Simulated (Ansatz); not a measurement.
# ZrGaF: from the start to rest

Aim: in ZrGaF, a known structure type filled with other elements, at an estimated volume, relax cell and atoms at 20 GPa, then read levels, charges and fields where it ends.

Program: Ansatz 0.2.0. Level of theory: DFT, PBE, no spin polarisation, plane waves, PAW. These are calculated values, not measurements.

**1. The structure**

It takes space group I4/mmm (No. 139, tetragonal). The conventional cell has a = 3.592 Å, b = 3.592 Å, c = 14.018 Å, α = 90.00°, β = 90.00°, γ = 90.00°. Zr (site symmetry 4mm) has 5 Ga at 2.63 to 2.67 Å as nearest neighbours. F (site symmetry mmm) has 4 F at 2.54 Å and 4 Ga at 2.56 Å as nearest neighbours. Ga (site symmetry 4mm) has 4 F at 2.56 Å and 5 Zr at 2.63 to 2.67 Å as nearest neighbours.

The coordinates stand in the input below.

The first density is read from a saved solution for the starting cell.

**2. The relaxation**

input.yaml reads:

```yaml
crystal:
  lattice:
    - [0.0, 3.591931, 0.0]
    - [3.591931, 0.0, 0.0]
    - [1.795965, 1.795965, -7.009038]
  atoms:
    - { symbol: Zr, position: [0.32097, 0.32097, 0.35806] }
    - { symbol: Zr, position: [0.67903, 0.67903, 0.64194] }
    - { symbol: F, position: [0.5, 0.0, 0.0] }
    - { symbol: F, position: [0.0, 0.5, 0.0] }
    - { symbol: Ga, position: [0.13029, 0.13029, 0.73942] }
    - { symbol: Ga, position: [0.86971, 0.86971, 0.26058] }
  symmetry: { tolerance: 0.0003 }
kpoints:
  mp_grid: { grid: [7, 7, 7], shift: [0, 0, 0] }
magnetization:
  spin_polarized: false
scf:
  occupations: { method: fermi_dirac }
  lower_state_search: "off"
hamiltonian:
  pseudopotentials: { kind: paw }
  xc: pbe
basis:
  ecutwfc: 420
  fft_grid_basis: typed
relax:
  max_steps: 80
  cell: { p_target: 20.0 }
output:
  forces: true
  stress: true
  eigenvalues: true
  bader: true
  populations: true
  elf: true
  write_potential: true
  volumetric_format: npy
  dos:
    e_range: [-12, 8]
    de: 0.05
    projected: { site_lists: { F: [F], Ga: [Ga], Zr: [Zr] } }
  write_density: true
checkpoint:
  read: saved_state
```

Run with:

```sh
> ansatz run input.yaml --threads 2 --pin off --max-ram 3584MiB --backend cpu --events-out ev --progress --plain --runs-dir out
```

The log of the run:

```text
Warning: checkpoint.read: basis.xc_grid differs: saved 1, current 2 (points along each axis for each point of the dense box; where the key is left out runs that use forces, runs that use the stress, dielectric runs by a finite field, finite-displacement phonons, runs of phonons.displacement_patterns under a GGA or a meta-GGA, phonons by method: dfpt, dielectric runs by the response, runs on support functions, runs on PAW files under a meta-GGA or a hybrid on one, runs at kind: all_electron or under a hybrid on a GGA, runs under a text's formulas of a gradient, and runs on PAW files that evaluate rPW86 or Becke's exchange or LYP's correlation can take a finer level, which can go by the root key accuracy; a number is taken as typed: the saved number, typed, holds this deck to the state's level, where the deck is accepted there); the SCF iterates at this deck's level from the saved density; a trajectory continued from that state goes on on another energy surface; basis.xc_grid: 1, typed and accepted, keeps it on the saved one
Warning: RAYON_NUM_THREADS=2 ignored (pool sized by the plan → 2); use --threads N
Engine: ansatz 0.2.0, x86_64-unknown-linux-gnu
Pseudopotentials: kind: paw
Pseudopotential: Zr, paw, valence charge 12, recommended cutoff 420 eV (normal), Zr.paw.azcp
Pseudopotential: F, paw, valence charge 7, recommended cutoff 420 eV (normal), F.paw.azcp
Pseudopotential: Ga, paw, valence charge 13, recommended cutoff 420 eV (normal), Ga.paw.azcp
Functional definition: PBE
  parameter kappa = 0.804
  parameter beta = 0.06672455060314922
  exchange = pbe_x(kappa = kappa, mu = beta*pi^2/3)
  correlation = pbe_c(beta = beta)
Crystal: 6 atoms, lattice volume = 90.430 Å³
Basis set: ecut = 420 eV, 1739 PW (Γ), exchange–correlation on 50×50×100 points (8 copies of the dense FFT grid, shifted against one another)
Bands: 39, of which v1, the nominal top of the filled ones, is band 32 counted from 1 (31 counted from 0)
Symmetry: 16 space group operations
Space group: I4/mmm (ITA 139), of the structure as read, at distance tolerance 1.3e-3 Å
k-points: 40 of 343
Non-local potential: Zr, projectors of the file, l = 0: 3, l = 1: 2, l = 2: 2, l = 3: 2
Non-local potential: F, projectors of the file, l = 0: 2, l = 1: 2, l = 2: 1
Non-local potential: Ga, projectors of the file, l = 0: 2, l = 1: 2, l = 2: 3, l = 3: 1
PAW form: soft (Blöchl's): semilocal exchange-correlation on the pseudo side does not see the compensation charge
PAW one-centre angular grid: Zr, 590 points (default); XC on 64 Gauss nodes
PAW one-centre angular grid: F, 110 points (default); XC on 64 Gauss nodes
PAW one-centre angular grid: Ga, 590 points (default); XC on 64 Gauss nodes
Initial density: read from a saved state, or passed on in memory by an earlier SCF of this step, an earlier step, the calling program or the single point that the run made first
Initial wavefunctions: pseudopotential atomic-orbital guess
Functional: x = pbe(κ = 0.804, μ = 0.2195149727645171), c = pbe(β = 0.06672455060314922)
iter 1 solved again at ethr=1.58e-6 eV; its pass at ethr=3.10e-3 eV (dr2=1.01e-3 eV) is discarded
SCF iter   1: F=—  HF=-17548.771894 eV  |F-HF|=—  |Δ(HF+E_count)|=         —  Δρ=1.49e-3  dr2=1.00e-3  ethr=1.58e-6  ⟨swp⟩=2.1  Hψ=9360  notcnv=0
preconditioner: auto → Kerker (q_TF=auto, 2.576 Å⁻¹)  [metal: Δε(μ)=0.007 eV  Ē_g=15.436 eV  σ=0.100 eV  W_gap=0.02  n_scr=24 (ndim 8)  ℏωp=30.2 eV  f_vac=0.008  D(μ)=4.13/eV (n_scr^D=42)]
SCF iter   2: F=—  HF=-17548.772390 eV  |F-HF|=—  |Δ(HF+E_count)|=   4.97e-4  Δρ=8.73e-4  dr2=4.24e-4  ethr=1.57e-6  ⟨swp⟩=1.0  Hψ=1560  notcnv=0
SCF iter   3: F=—  HF=-17548.772578 eV  |F-HF|=—  |Δ(HF+E_count)|=   1.88e-4  Δρ=1.40e-4  dr2=2.41e-5  ethr=6.63e-7  ⟨swp⟩=2.7  Hψ=2666  notcnv=0
SCF iter   4: F=—  HF=-17548.772517 eV  |F-HF|=—  |Δ(HF+E_count)|=   6.07e-5  Δρ=8.70e-5  dr2=8.81e-6  ethr=3.76e-8  ⟨swp⟩=2.0  Hψ=2435  notcnv=0
SCF iter   5: F=—  HF=-17548.772517 eV  |F-HF|=—  |Δ(HF+E_count)|=   1.67e-7  Δρ=3.04e-5  dr2=2.81e-6  ethr=1.38e-8  ⟨swp⟩=2.0  Hψ=1995  notcnv=0
SCF iter   6: F=—  HF=-17548.772517 eV  |F-HF|=—  |Δ(HF+E_count)|=   7.02e-8  Δρ=9.85e-6  dr2=3.60e-7  ethr=4.39e-9  ⟨swp⟩=2.1  Hψ=1986  notcnv=0
SCF iter   7: F=-17548.772517 eV  HF=-17548.772517 eV  |F-HF|=1.38e-8  |Δ(HF+E_count)|=   2.71e-8  Δρ=2.71e-6  dr2=2.07e-8  ethr=1.56e-10  ⟨swp⟩=8.6  Hψ=9605  notcnv=0
SCF 1 converged in 7 iterations: F = -17548.772517 eV  dr2 = 2.07e-8
relax step   1: F+E_penalty+E_count = -17548.77251717 eV  Δ(F+E_penalty+E_count) = +0.000e0 eV  max|allowed force component| = 2.008e0 eV/Å  Δτ_max = 0.0000 Å  P = +14.991 GPa  Ω = 90.430 Å³  (7 SCF iters, dr2 threshold 1.00e-7 eV, accepted)
Crystal: 6 atoms, lattice volume = 87.956 Å³
Basis set: ecut = 420 eV, 1699 PW (Γ), exchange–correlation on 50×50×100 points (8 copies of the dense FFT grid, shifted against one another)
Initial density: handed on by an earlier stage of this run
Initial wavefunctions: those handed on with the density
iter 1 solved again at ethr=1.42e-3 eV; its pass at ethr=3.10e-3 eV (dr2=9.10e-1 eV) is discarded
SCF iter   1: F=—  HF=-17549.682572 eV  |F-HF|=—  |Δ(HF+E_count)|=         —  Δρ=1.77e-2  dr2=9.11e-1  ethr=1.42e-3  ⟨swp⟩=1.0  Hψ=8899  notcnv=0
preconditioner: auto → Kerker (q_TF=auto, 2.587 Å⁻¹)  [metal: Δε(μ)=0.062 eV  Ē_g=15.718 eV  σ=0.100 eV  W_gap=0.15  n_scr=24 (ndim 8)  ℏωp=30.7 eV  f_vac=0.003  D(μ)=2.88/eV (n_scr^D=20)]
SCF iter   2: F=—  HF=-17549.602030 eV  |F-HF|=—  |Δ(HF+E_count)|=   8.05e-2  Δρ=9.68e-3  dr2=4.53e-1  ethr=1.42e-3  ⟨swp⟩=2.0  Hψ=1648  notcnv=0
SCF iter   3: F=—  HF=-17549.525894 eV  |F-HF|=—  |Δ(HF+E_count)|=   7.61e-2  Δρ=3.58e-3  dr2=5.84e-2  ethr=7.08e-4  ⟨swp⟩=2.0  Hψ=2138  notcnv=0
SCF iter   4: F=—  HF=-17549.515361 eV  |F-HF|=—  |Δ(HF+E_count)|=   1.05e-2  Δρ=3.41e-3  dr2=1.51e-2  ethr=9.12e-5  ⟨swp⟩=2.0  Hψ=2505  notcnv=0
SCF iter   5: F=—  HF=-17549.509505 eV  |F-HF|=—  |Δ(HF+E_count)|=   5.86e-3  Δρ=1.31e-3  dr2=2.75e-3  ethr=2.36e-5  ⟨swp⟩=2.0  Hψ=2421  notcnv=0
SCF iter   6: F=—  HF=-17549.509019 eV  |F-HF|=—  |Δ(HF+E_count)|=   4.85e-4  Δρ=4.77e-4  dr2=2.95e-4  ethr=4.30e-6  ⟨swp⟩=2.2  Hψ=2158  notcnv=0
SCF iter   7: F=—  HF=-17549.509010 eV  |F-HF|=—  |Δ(HF+E_count)|=   9.90e-6  Δρ=1.37e-4  dr2=2.42e-5  ethr=4.61e-7  ⟨swp⟩=2.0  Hψ=2520  notcnv=0
SCF iter   8: F=—  HF=-17549.509025 eV  |F-HF|=—  |Δ(HF+E_count)|=   1.58e-5  Δρ=4.03e-5  dr2=2.19e-6  ethr=3.79e-8  ⟨swp⟩=2.0  Hψ=2450  notcnv=0
SCF iter   9: F=-17549.509027 eV  HF=-17549.509027 eV  |F-HF|=6.10e-9  |Δ(HF+E_count)|=   1.23e-6  Δρ=1.10e-5  dr2=1.45e-7  ethr=9.37e-10  ⟨swp⟩=12.0  Hψ=13886  notcnv=0
SCF 2 converged in 9 iterations: F = -17549.509027 eV  dr2 = 1.45e-7
  Residual-converged pass: ⟨swp⟩=1.0  Hψ=1720  notcnv=0  max |occ|·‖R‖ = 7.1e-9 eV (tolerance 1.0e-8 eV)  dr2=1.45e-7  dr2_onsite=1.15e-8  max |Δocc| = 1.9e-10
relax step   2: F+E_penalty+E_count = -17549.50902651 eV  Δ(F+E_penalty+E_count) = -7.365e-1 eV  max|allowed force component| = 1.066e0 eV/Å  Δτ_max = 0.1003 Å  P = +16.637 GPa  Ω = 87.956 Å³  energy of the carried Pulay correction = +5.101e-3 eV  (9 SCF iters, dr2 threshold 6.00e-7 eV, accepted)
Crystal: 6 atoms, lattice volume = 84.337 Å³
Basis set: ecut = 420 eV, 1657 PW (Γ), exchange–correlation on 50×50×100 points (8 copies of the dense FFT grid, shifted against one another)
SCF iter   1: F=—  HF=-17550.215412 eV  |F-HF|=—  |Δ(HF+E_count)|=         —  Δρ=3.12e-2  dr2=3.17e0  ethr=3.10e-3  ⟨swp⟩=7.7  Hψ=7997  notcnv=0
preconditioner: auto → Kerker (q_TF=auto, 2.606 Å⁻¹)  [metal: Δε(μ)=0.063 eV  Ē_g=16.061 eV  σ=0.100 eV  W_gap=0.16  n_scr=24 (ndim 8)  ℏωp=31.3 eV  f_vac=0.008  D(μ)=1.53/eV (n_scr^D=10)]
SCF iter   2: F=—  HF=-17549.896165 eV  |F-HF|=—  |Δ(HF+E_count)|=   3.19e-1  Δρ=1.75e-2  dr2=1.52e0  ethr=3.10e-3  ⟨swp⟩=2.0  Hψ=2083  notcnv=0
SCF iter   3: F=—  HF=-17549.606830 eV  |F-HF|=—  |Δ(HF+E_count)|=   2.89e-1  Δρ=5.60e-3  dr2=1.20e-1  ethr=2.37e-3  ⟨swp⟩=2.8  Hψ=2124  notcnv=0
SCF iter   4: F=—  HF=-17549.588629 eV  |F-HF|=—  |Δ(HF+E_count)|=   1.82e-2  Δρ=4.49e-3  dr2=2.43e-2  ethr=1.88e-4  ⟨swp⟩=2.4  Hψ=3110  notcnv=0
SCF iter   5: F=—  HF=-17549.578996 eV  |F-HF|=—  |Δ(HF+E_count)|=   9.63e-3  Δρ=2.13e-3  dr2=7.08e-3  ethr=3.80e-5  ⟨swp⟩=2.6  Hψ=3174  notcnv=0
SCF iter   6: F=—  HF=-17549.576298 eV  |F-HF|=—  |Δ(HF+E_count)|=   2.70e-3  Δρ=8.84e-4  dr2=1.24e-3  ethr=1.11e-5  ⟨swp⟩=2.0  Hψ=2382  notcnv=0
SCF iter   7: F=—  HF=-17549.576375 eV  |F-HF|=—  |Δ(HF+E_count)|=   7.65e-5  Δρ=2.83e-4  dr2=1.02e-4  ethr=1.94e-6  ⟨swp⟩=2.0  Hψ=2548  notcnv=0
SCF iter   8: F=—  HF=-17549.576430 eV  |F-HF|=—  |Δ(HF+E_count)|=   5.50e-5  Δρ=8.20e-5  dr2=8.44e-6  ethr=1.59e-7  ⟨swp⟩=2.0  Hψ=2464  notcnv=0
SCF iter   9: F=-17549.576436 eV  HF=-17549.576436 eV  |F-HF|=1.92e-7  |Δ(HF+E_count)|=   6.28e-6  Δρ=2.08e-5  dr2=4.11e-7  ethr=9.37e-10  ⟨swp⟩=12.0  Hψ=16527  notcnv=0
SCF 3 converged in 9 iterations: F = -17549.576436 eV  dr2 = 4.11e-7
relax step   3: F+E_penalty+E_count = -17549.57643644 eV  Δ(F+E_penalty+E_count) = -6.741e-2 eV  max|allowed force component| = 6.132e-1 eV/Å  Δτ_max = 0.1281 Å  P = +23.845 GPa  Ω = 84.337 Å³  energy of the carried Pulay correction = +1.282e-2 eV  (9 SCF iters, dr2 threshold 6.00e-7 eV, accepted)
Crystal: 6 atoms, lattice volume = 87.253 Å³
Basis set: ecut = 420 eV, 1721 PW (Γ), exchange–correlation on 50×50×100 points (8 copies of the dense FFT grid, shifted against one another)
iter 1 solved again at ethr=1.62e-3 eV; its pass at ethr=3.10e-3 eV (dr2=1.04e0 eV) is discarded
SCF iter   1: F=—  HF=-17550.147550 eV  |F-HF|=—  |Δ(HF+E_count)|=         —  Δρ=1.65e-2  dr2=1.04e0  ethr=1.62e-3  ⟨swp⟩=1.1  Hψ=8517  notcnv=0
preconditioner: auto → Kerker (q_TF=auto, 2.591 Å⁻¹)  [metal: Δε(μ)=0.038 eV  Ē_g=16.363 eV  σ=0.100 eV  W_gap=0.10  n_scr=24 (ndim 8)  ℏωp=30.8 eV  f_vac=0.009  D(μ)=2.88/eV (n_scr^D=24)]
SCF iter   2: F=—  HF=-17550.048092 eV  |F-HF|=—  |Δ(HF+E_count)|=   9.95e-2  Δρ=8.61e-3  dr2=4.51e-1  ethr=1.62e-3  ⟨swp⟩=2.1  Hψ=1773  notcnv=0
SCF iter   3: F=—  HF=-17549.980547 eV  |F-HF|=—  |Δ(HF+E_count)|=   6.75e-2  Δρ=4.08e-3  dr2=3.28e-2  ethr=7.05e-4  ⟨swp⟩=3.8  Hψ=3097  notcnv=0
SCF iter   4: F=—  HF=-17549.971030 eV  |F-HF|=—  |Δ(HF+E_count)|=   9.52e-3  Δρ=2.09e-3  dr2=1.00e-2  ethr=5.13e-5  ⟨swp⟩=2.0  Hψ=2517  notcnv=0
SCF iter   5: F=—  HF=-17549.967729 eV  |F-HF|=—  |Δ(HF+E_count)|=   3.30e-3  Δρ=1.03e-3  dr2=2.71e-3  ethr=1.56e-5  ⟨swp⟩=2.0  Hψ=2225  notcnv=0
SCF iter   6: F=—  HF=-17549.967131 eV  |F-HF|=—  |Δ(HF+E_count)|=   5.98e-4  Δρ=3.55e-4  dr2=1.85e-4  ethr=4.24e-6  ⟨swp⟩=2.0  Hψ=2228  notcnv=0
SCF iter   7: F=—  HF=-17549.967186 eV  |F-HF|=—  |Δ(HF+E_count)|=   5.44e-5  Δρ=1.30e-4  dr2=2.69e-5  ethr=2.90e-7  ⟨swp⟩=2.2  Hψ=2760  notcnv=0
SCF iter   8: F=—  HF=-17549.967201 eV  |F-HF|=—  |Δ(HF+E_count)|=   1.51e-5  Δρ=4.32e-5  dr2=1.91e-6  ethr=4.21e-8  ⟨swp⟩=2.0  Hψ=2632  notcnv=0
SCF iter   9: F=-17549.967203 eV  HF=-17549.967203 eV  |F-HF|=8.30e-8  |Δ(HF+E_count)|=   1.80e-6  Δρ=1.04e-5  dr2=1.16e-7  ethr=9.37e-10  ⟨swp⟩=13.7  Hψ=15536  notcnv=0
the search or the solves at the SCF's close seem to have found levels that the self-consistency loop had missed (the run counts 1). By its estimate they hold under 1e-12 electrons; where the run keeps them, the occupations were computed again with them
SCF 4 converged in 9 iterations: F = -17549.967203 eV  dr2 = 1.16e-7
relax step   4: F+E_penalty+E_count = -17549.96720268 eV  Δ(F+E_penalty+E_count) = -3.908e-1 eV  max|allowed force component| = 5.893e-2 eV/Å  Δτ_max = 0.0249 Å  P = +17.400 GPa  Ω = 87.253 Å³  energy of the carried Pulay correction = +6.575e-3 eV  (9 SCF iters, dr2 threshold 6.00e-7 eV, accepted)
Crystal: 6 atoms, lattice volume = 85.786 Å³
Basis set: ecut = 420 eV, 1697 PW (Γ), exchange–correlation on 50×50×100 points (8 copies of the dense FFT grid, shifted against one another)
iter 1 solved again at ethr=2.23e-4 eV; its pass at ethr=3.10e-3 eV (dr2=1.43e-1 eV) is discarded
SCF iter   1: F=—  HF=-17549.823352 eV  |F-HF|=—  |Δ(HF+E_count)|=         —  Δρ=6.67e-3  dr2=1.42e-1  ethr=2.23e-4  ⟨swp⟩=1.2  Hψ=7548  notcnv=0
preconditioner: auto → Kerker (q_TF=auto, 2.598 Å⁻¹)  [metal: Δε(μ)=0.018 eV  Ē_g=16.180 eV  σ=0.100 eV  W_gap=0.04  n_scr=24 (ndim 8)  ℏωp=31.1 eV  f_vac=0.008  D(μ)=2.02/eV (n_scr^D=12)]
SCF iter   2: F=—  HF=-17549.809901 eV  |F-HF|=—  |Δ(HF+E_count)|=   1.35e-2  Δρ=3.42e-3  dr2=6.61e-2  ethr=2.22e-4  ⟨swp⟩=1.0  Hψ=1561  notcnv=0
SCF iter   3: F=—  HF=-17549.798159 eV  |F-HF|=—  |Δ(HF+E_count)|=   1.17e-2  Δρ=1.32e-3  dr2=6.59e-3  ethr=1.03e-4  ⟨swp⟩=2.0  Hψ=1735  notcnv=0
SCF iter   4: F=—  HF=-17549.797036 eV  |F-HF|=—  |Δ(HF+E_count)|=   1.12e-3  Δρ=7.37e-4  dr2=7.99e-4  ethr=1.03e-5  ⟨swp⟩=2.0  Hψ=2516  notcnv=0
SCF iter   5: F=—  HF=-17549.796667 eV  |F-HF|=—  |Δ(HF+E_count)|=   3.69e-4  Δρ=4.69e-4  dr2=2.67e-4  ethr=1.25e-6  ⟨swp⟩=3.0  Hψ=2887  notcnv=0
SCF iter   6: F=—  HF=-17549.796587 eV  |F-HF|=—  |Δ(HF+E_count)|=   8.07e-5  Δρ=1.51e-4  dr2=3.98e-5  ethr=4.18e-7  ⟨swp⟩=2.3  Hψ=2542  notcnv=0
SCF iter   7: F=—  HF=-17549.796597 eV  |F-HF|=—  |Δ(HF+E_count)|=   1.06e-5  Δρ=5.81e-5  dr2=4.26e-6  ethr=6.22e-8  ⟨swp⟩=2.0  Hψ=2546  notcnv=0
SCF iter   8: F=-17549.796601 eV  HF=-17549.796600 eV  |F-HF|=1.61e-7  |Δ(HF+E_count)|=   3.23e-6  Δρ=1.42e-5  dr2=1.66e-7  ethr=9.37e-10  ⟨swp⟩=11.2  Hψ=16016  notcnv=0
SCF 5 converged in 8 iterations: F = -17549.796601 eV  dr2 = 1.66e-7
relax step   5: F+E_penalty+E_count = -17549.79660051 eV  Δ(F+E_penalty+E_count) = +1.706e-1 eV  max|allowed force component| = 1.373e-1 eV/Å  Δτ_max = 0.0190 Å  P = +20.227 GPa  Ω = 85.786 Å³  energy of the carried Pulay correction = +9.691e-3 eV  (8 SCF iters, dr2 threshold 6.00e-7 eV, accepted)
Crystal: 6 atoms, lattice volume = 85.973 Å³
iter 1 solved again at ethr=2.50e-6 eV; its pass at ethr=3.10e-3 eV (dr2=1.60e-3 eV) is discarded
SCF iter   1: F=—  HF=-17549.821490 eV  |F-HF|=—  |Δ(HF+E_count)|=         —  Δρ=1.07e-3  dr2=1.53e-3  ethr=2.50e-6  ⟨swp⟩=2.0  Hψ=6908  notcnv=0
preconditioner: auto → Kerker (q_TF=auto, 2.597 Å⁻¹)  [metal: Δε(μ)=0.012 eV  Ē_g=16.235 eV  σ=0.100 eV  W_gap=0.03  n_scr=24 (ndim 8)  ℏωp=31.0 eV  f_vac=0.009  D(μ)=2.22/eV (n_scr^D=12)]
SCF iter   2: F=—  HF=-17549.821296 eV  |F-HF|=—  |Δ(HF+E_count)|=   1.94e-4  Δρ=6.02e-4  dr2=7.65e-4  ethr=2.39e-6  ⟨swp⟩=1.0  Hψ=1560  notcnv=0
SCF iter   3: F=—  HF=-17549.821146 eV  |F-HF|=—  |Δ(HF+E_count)|=   1.51e-4  Δρ=2.12e-4  dr2=8.31e-5  ethr=1.20e-6  ⟨swp⟩=2.4  Hψ=2214  notcnv=0
SCF iter   4: F=—  HF=-17549.821127 eV  |F-HF|=—  |Δ(HF+E_count)|=   1.88e-5  Δρ=1.75e-4  dr2=4.04e-5  ethr=1.30e-7  ⟨swp⟩=3.0  Hψ=3357  notcnv=0
SCF iter   5: F=—  HF=-17549.821110 eV  |F-HF|=—  |Δ(HF+E_count)|=   1.70e-5  Δρ=7.89e-5  dr2=7.70e-6  ethr=6.31e-8  ⟨swp⟩=2.1  Hψ=2425  notcnv=0
SCF iter   6: F=—  HF=-17549.821110 eV  |F-HF|=—  |Δ(HF+E_count)|=   5.46e-8  Δρ=6.55e-5  dr2=2.95e-6  ethr=1.20e-8  ⟨swp⟩=2.0  Hψ=2540  notcnv=0
SCF iter   7: F=-17549.821110 eV  HF=-17549.821109 eV  |F-HF|=8.33e-8  |Δ(HF+E_count)|=   3.88e-7  Δρ=1.18e-5  dr2=1.48e-7  ethr=9.37e-10  ⟨swp⟩=9.7  Hψ=14750  notcnv=0
SCF 6 converged in 7 iterations: F = -17549.821110 eV  dr2 = 1.48e-7
```

(Part 1 of 2 ends here.)
